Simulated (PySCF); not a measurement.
# C2H10AsGa: the cost of one run

The runs use PySCF 2.14.0, with density-fitted response routines of our own; the level of theory stands in each step. All values are computed, except where a source is named. Atoms are numbered from 0 throughout.

**1. The molecule as given**

14 atoms, charge 0, multiplicity 1; geometry from: GFN2-xTB. The atoms were then displaced at random by about 0.01 Å, so the start is not that level's minimum.

Bonds of the start (Å): C0–C1 1.51, C1–As2 1.96, As2–Ga3 2.71, C0–H4 1.11, C0–H5 1.06, C0–H6 1.11, C1–H7 1.10, C1–H8 1.09, As2–H9 1.47, As2–H10 1.50, Ga3–H11 1.57, Ga3–H12 1.60, Ga3–H13 1.51.

**2. Geometry optimisation at PBE0-D3(BJ)/def2-SVP**

Job settings and geometry (Å):

```
{"job": {"xc": "PBE0", "basis": "def2-SVP", "d3": "d3bj", "grid": 1, "shake": 0.01, "kind": "geom"}, "charge": 0, "multiplicity": 1}
C     -2.114750    -0.196600     0.400010
C     -0.704390     0.324710     0.289460
As     0.534570    -0.945520    -0.541570
Ga     2.660640     0.714350    -0.277830
H     -2.537530    -0.401590    -0.605040
H     -2.184390    -1.076250     0.993810
H     -2.762400     0.578000     0.861570
H     -0.287340     0.576950     1.280550
H     -0.656630     1.258960    -0.278120
H     -0.316430    -1.333450    -1.680670
H      0.100040    -2.156940     0.237890
H      2.490220     0.801760     1.284660
H      1.923730     1.850970    -1.125360
H      3.847510    -0.010440    -0.857070
```

Launch:

```bash
OMP_NUM_THREADS=1 python probes_run.py task.json out
```

This one command runs all jobs of the session in turn.

Q: Estimate the wall time and peak memory of this first job on 1 thread of Arm Neoverse N1, shared host.

About 2.6 min, with a peak of 0.54 GiB.
